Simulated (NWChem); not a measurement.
# CH5FOSn (SMILES FC[O][SnH3]) at 3 levels

Aim: a comparison of 3 runs (B3LYP/def2-SVP, PBE/def2-SVP, PBE0/def2-SVP) of CH5FOSn. 

The calculation is run with NWChem 7.3.0.

## (1) Starting point

The species is CH5FOSn (9 atoms), meant as a singlet with charge 0. SMILES: `FC[O][SnH3]`. Geometry: relaxed at PBE0-D4/def2-TZVP. This is one conformer, not always the lowest.

Bond lengths: F1–C2 1.398 Å, C2–O3 1.354 Å, O3–Sn4 1.991 Å, C2–H5 1.100 Å, C2–H6 1.095 Å, Sn4–H7 1.705 Å, Sn4–H8 1.700 Å, Sn4–H9 1.699 Å. Some angles: F1–C2–O3 110.7°, C2–O3–Sn4 118.4°, F1–C2–H5 105.2°, F1–C2–H6 106.7°, O3–C2–H5 113.4°, O3–C2–H6 109.7°, O3–Sn4–H7 106.3°, O3–Sn4–H8 101.6°, O3–Sn4–H9 108.3°, H5–C2–H6 110.9°.

## (2) Energy and gradient at B3LYP/def2-SVP (core potential) (run 1)

Contents of mymol.nw:

```
start mymol
memory 2200 mb
geometry units angstroms noautosym nocenter noautoz
  F       -0.596800       1.754200       0.031500
  C       -1.291500       0.566100       0.277800
  O       -0.736000      -0.463400      -0.405000
  Sn       1.239300      -0.701500      -0.319700
  H       -1.258800       0.434000       1.369300
  H       -2.319100       0.724600      -0.066100
  H        1.690100      -0.390300       1.294800
  H        1.407800      -2.333100      -0.765300
  H        1.953500       0.363100      -1.434400
end
basis spherical bse
  * library def2-SVP
end
ecp bse
  Sn library def2-SVP
end
dft
  xc b3lyp
  grid fine
  convergence energy 1e-08
  maxiter 100
  mulliken
end
task dft gradient
```

Command:

```
$ nwchem mymol.nw > mymol.out
```

The program printed:

```text
[...]
          Wavefunction type:  closed shell.
          No. of atoms     :     9
          No. of electrons :    50
[...]
          Charge           :     0
          Spin multiplicity:     1
[...]
          AO basis - number of functions:    93
[...]
              XC Information
              --------------
                         B3LYP Method XC Potential
                     Hartree-Fock (Exact) Exchange  0.200
                        Slater Exchange Functional  0.800 local
                    Becke 1988 Exchange Functional  0.720 non-local
              Lee-Yang-Parr Correlation Functional  0.810
                  VWN I RPA Correlation Functional  0.190 local
[...]
 d= 0,ls=0.0,diis     1   -430.2554347010 -6.45D+02  1.63D-02  8.28D-01     3.9
[...]
 d= 0,ls=0.0,diis     8   -430.3571463231  4.80D-09  9.68D-06  1.21D-06    23.1
         Total DFT energy =     -430.357146323120
      One electron energy =    -1102.150881340547
           Coulomb energy =      501.085675854376
    Exchange-Corr. energy =      -44.500368034466
 Nuclear repulsion energy =      215.208427197516
[...]
      Total Density - Mulliken Population Analysis
     ---------------------------------------------
    Atom       Charge   Shell Charges
 -----------   ------   -------------------------------------------------------
    1 F    9     9.29   1.99  1.13  0.80  3.35  2.01  0.01
    2 C    6     5.55   1.99  0.92  0.05  1.98  0.51  0.11
    3 O    8     8.52   1.99  1.08  0.74  2.87  1.84  0.01
    4 Sn  22    21.35   0.42  1.60  1.08  0.19  2.77  3.24  1.42  0.49  9.71  0.43
    5 H    1     1.01   0.77  0.22  0.02
    6 H    1     0.99   0.77  0.21  0.02
    7 H    1     1.10   0.69  0.40  0.01
    8 H    1     1.09   0.69  0.39  0.01
    9 H    1     1.09   0.69  0.39  0.01
[...]
  wavefunction    = closed shell
                         DFT ENERGY GRADIENTS
    atom               coordinates                        gradient
                 x          y          z           x          y          z
   1 F      -1.127788   3.314957   0.059526   -0.001446  -0.001696   0.000089
   2 C      -2.440581   1.069774   0.524966   -0.003203  -0.003425   0.003547
   3 O      -1.390838  -0.875699  -0.765339    0.011743   0.001951   0.001815
   4 Sn      2.341937  -1.325643  -0.604145   -0.011299   0.001576   0.000693
   5 H      -2.378787   0.820141   2.587602    0.001340   0.001095  -0.006930
   6 H      -4.382464   1.369295  -0.124911    0.007080  -0.000317   0.001098
   7 H       3.193826  -0.737560   2.446817   -0.001453  -0.000529  -0.003607
   8 H       2.660356  -4.408920  -1.446207   -0.000663   0.003392   0.000874
   9 H       3.691580   0.686160  -2.710623   -0.002100  -0.002047   0.002421
[...]
```

Wall time 34 s (1 thread of Intel Xeon Platinum 8259CL at 2.50GHz (Skylake/Cascade Lake), shared host); peak memory 0.13 GiB.

## (3) Energy and gradient at PBE/def2-SVP (core potential) (run 2)

Contents of ch5fosn.nw:

```
echo
start ch5fosn
title "CH5FOSn gradient"
memory stack 880 mb heap 220 mb global 1100 mb
geometry units angstrom noautosym nocenter noautoz
 F     -0.596800     1.754200     0.031500
 C     -1.291500     0.566100     0.277800
 O     -0.736000    -0.463400    -0.405000
 Sn     1.239300    -0.701500    -0.319700
 H     -1.258800     0.434000     1.369300
 H     -2.319100     0.724600    -0.066100
 H      1.690100    -0.390300     1.294800
 H      1.407800    -2.333100    -0.765300
 H      1.953500     0.363100    -1.434400
end
basis "ao basis" spherical bse
 * library def2-SVP
end
ecp bse
 Sn library def2-SVP
end
dft
 xc xpbe96 cpbe96
 grid fine
 convergence energy 1e-08
 maxiter 100
 mulliken
end
task dft gradient
```

Command:

```
$ nwchem ch5fosn.nw > ch5fosn.out
```

The program printed:

```text
[...]
          Wavefunction type:  closed shell.
          No. of atoms     :     9
          No. of electrons :    50
[...]
          Charge           :     0
          Spin multiplicity:     1
[...]
          AO basis - number of functions:    93
[...]
              XC Information
              --------------
          PerdewBurkeErnzerhof Exchange Functional  1.000
            Perdew 1991 LDA Correlation Functional  1.000 local
           PerdewBurkeErnz. Correlation Functional  1.000 non-local
[...]
 d= 0,ls=0.0,diis     1   -429.9267585136 -6.45D+02  2.22D-02  9.45D-01     3.7
[...]
 d= 0,ls=0.0,diis    11   -430.0439817367 -3.26D-09  2.52D-07  7.24D-10    31.4
         Total DFT energy =     -430.043981736667
      One electron energy =    -1102.058014666841
           Coulomb energy =      500.947478574547
    Exchange-Corr. energy =      -44.141872841890
 Nuclear repulsion energy =      215.208427197516
[...]
      Total Density - Mulliken Population Analysis
     ---------------------------------------------
    Atom       Charge   Shell Charges
 -----------   ------   -------------------------------------------------------
    1 F    9     9.26   1.99  1.13  0.80  3.33  1.99  0.01
    2 C    6     5.62   1.98  0.93  0.06  2.00  0.55  0.10
    3 O    8     8.47   1.99  1.08  0.73  2.85  1.80  0.01
    4 Sn  22    21.47   0.42  1.60  1.12  0.20  2.77  3.24  1.45  0.52  9.69  0.45
    5 H    1     1.00   0.77  0.22  0.02
    6 H    1     0.98   0.76  0.20  0.02
    7 H    1     1.07   0.68  0.38  0.01
    8 H    1     1.06   0.68  0.37  0.01
    9 H    1     1.06   0.68  0.37  0.01
[...]
  wavefunction    = closed shell
                         DFT ENERGY GRADIENTS
    atom               coordinates                        gradient
                 x          y          z           x          y          z
   1 F      -1.127788   3.314957   0.059526   -0.004082  -0.007652   0.000965
   2 C      -2.440581   1.069774   0.524966   -0.007222  -0.003085   0.003594
   3 O      -1.390838  -0.875699  -0.765339    0.015970   0.007511   0.006355
   4 Sn      2.341937  -1.325643  -0.604145   -0.013083   0.000777  -0.000490
   5 H      -2.378787   0.820141   2.587602    0.001473   0.001874  -0.013358
   6 H      -4.382464   1.369295  -0.124911    0.012961  -0.000395   0.003290
   7 H       3.193826  -0.737560   2.446817   -0.002299  -0.001001  -0.006096
   8 H       2.660356  -4.408920  -1.446207   -0.000577   0.005602   0.001616
   9 H       3.691580   0.686160  -2.710623   -0.003140  -0.003631   0.004124
[...]
```

It took 43 s on 1 thread of Intel Xeon Platinum 8259CL at 2.50GHz (Skylake/Cascade Lake), shared host; peak memory 0.13 GiB.

## (4) Energy and gradient at PBE0/def2-SVP (core potential) (run 3)

Contents of run.py:

```python
from ase import Atoms
from ase.calculators.nwchem import NWChem

system = Atoms(['F', 'C', 'O', 'Sn', 'H', 'H', 'H', 'H', 'H'], positions=[
    [-0.596800, 1.754200, 0.031500],
    [-1.291500, 0.566100, 0.277800],
    [-0.736000, -0.463400, -0.405000],
    [1.239300, -0.701500, -0.319700],
    [-1.258800, 0.434000, 1.369300],
    [-2.319100, 0.724600, -0.066100],
    [1.690100, -0.390300, 1.294800],
    [1.407800, -2.333100, -0.765300],
    [1.953500, 0.363100, -1.434400],
])

calc = NWChem(
    label='ch5fosn',
    theory='dft',
    memory='2200 mb',
    basis='def2-SVP',
    basispar='spherical bse',
    dft={'xc': 'pbe0', 'mult': '1', 'grid': 'fine', 'convergence': 'energy 1e-08', 'iterations': '100', 'mulliken': None},
    **{'ecp bse': {'Sn library': 'def2-SVP'}},
)
system.calc = calc

forces = system.get_forces()
print("Total energy (eV):", round(system.get_potential_energy(), 6))
print("forces (eV/A):")
for s, f in zip(system.symbols, forces):
    print(f"{s:2s} {f[0]:10.5f} {f[1]:10.5f} {f[2]:10.5f}")
print("dipole (e A):", system.get_dipole_moment().round(4))
```

Command:

```
$ export ASE_NWCHEM_COMMAND="nwchem PREFIX.nwi > PREFIX.nwo"
$ python run.py
```

The program printed:

```text
Total energy (eV): -11702.619089
forces (eV/A):
F    -0.09575   -0.25474    0.05286
C     0.47745    0.23556   -0.36875
O    -0.53690    0.11817    0.06222
Sn    0.40510   -0.03456   -0.02777
H    -0.05518   -0.05291    0.32535
H    -0.32751    0.01203   -0.05996
H     0.04433    0.01399    0.10387
H     0.02335   -0.09359   -0.02119
H     0.06505    0.05600   -0.06654
dipole (e A): [ 0.2267 -0.2093  0.1526]
```

The calculator wrote ch5fosn.nwi:

```
title "ch5fosn"

permanent_dir ch5fosn

scratch_dir ch5fosn

start ch5fosn

geometry units angstrom nocenter noautosym noautoz
  F  -5.9680000000000000e-01 1.7542000000000000e+00 3.1500000000000000e-02
  C  -1.2915000000000001e+00 5.6610000000000005e-01 2.7779999999999999e-01
  O  -7.3599999999999999e-01 -4.6339999999999998e-01 -4.0500000000000003e-01
  Sn 1.2393000000000001e+00 -7.0150000000000001e-01 -3.1969999999999998e-01
  H  -1.2587999999999999e+00 4.3400000000000000e-01 1.3693000000000000e+00
  H  -2.3191000000000002e+00 7.2460000000000002e-01 -6.6100000000000006e-02
  H  1.6900999999999999e+00 -3.9029999999999998e-01 1.2948000000000000e+00
  H  1.4077999999999999e+00 -2.3331000000000000e+00 -7.6529999999999998e-01
  H  1.9535000000000000e+00 3.6309999999999998e-01 -1.4343999999999999e+00
end

memory 2200 mb

basis spherical bse noprint
   * library def2-SVP
end

dft
  xc pbe0
  mult 1
  grid fine
  convergence energy 1e-08
  iterations 100
  mulliken
end
ecp bse
  Sn library def2-SVP
end

task dft gradient
```

ch5fosn.nwo (excerpt; [...] marks lines left out):

```text
[...]
         Total DFT energy =     -430.063322716846
[...]
  wavefunction    = closed shell
                         DFT ENERGY GRADIENTS
    atom               coordinates                        gradient
                 x          y          z           x          y          z
   1 F      -1.127788   3.314957   0.059526    0.001862   0.004954  -0.001028
   2 C      -2.440581   1.069774   0.524966   -0.009285  -0.004581   0.007171
   3 O      -1.390838  -0.875699  -0.765339    0.010441  -0.002298  -0.001210
[... 5 lines of this table left out ...]
   9 H       3.691580   0.686160  -2.710623   -0.001265  -0.001089   0.001294
[...]
```

Wall time 35 s (1 thread of Intel Xeon Platinum 8259CL at 2.50GHz (Skylake/Cascade Lake), shared host); peak memory 0.13 GiB.

## (5) The series

| run | level | energy (Eh) | dipole moment (D) | HOMO energy (eV) | LUMO energy (eV) | wall time |
| --- | --- | --- | --- | --- | --- | --- |
| 1 | B3LYP/def2-SVP (core potential) | -430.357146 | 1.61 | -7.57 | -0.41 | 34 s |
| 2 | PBE/def2-SVP (core potential) | -430.043982 | 1.48 | -6.22 | -1.00 | 43 s |
| 3 | PBE0/def2-SVP (core potential) | -430.063323 | 1.65 | -7.84 | -0.19 | 35 s |

## (6) What came out

| quantity | value |
| --- | --- |
| run 3: total energy | -430.06332 Eh |
| run 3: dipole moment | 1.65 D |
| run 3: HOMO energy | -7.84 eV |
| run 3: LUMO energy | -0.19 eV |
| run 3: HOMO–LUMO gap | 7.66 eV |
| run 3: largest force on an atom | 0.648 eV/Å |

The dipole moment (its size) runs from 1.48 D (PBE/def2-SVP) to 1.65 D (PBE0/def2-SVP). The HOMO–LUMO gap runs from 5.23 eV (PBE/def2-SVP) to 7.66 eV (PBE0/def2-SVP). Totals of different functionals can't be ranked against each other. All runs together took 1.9 min, the longest 43 s.
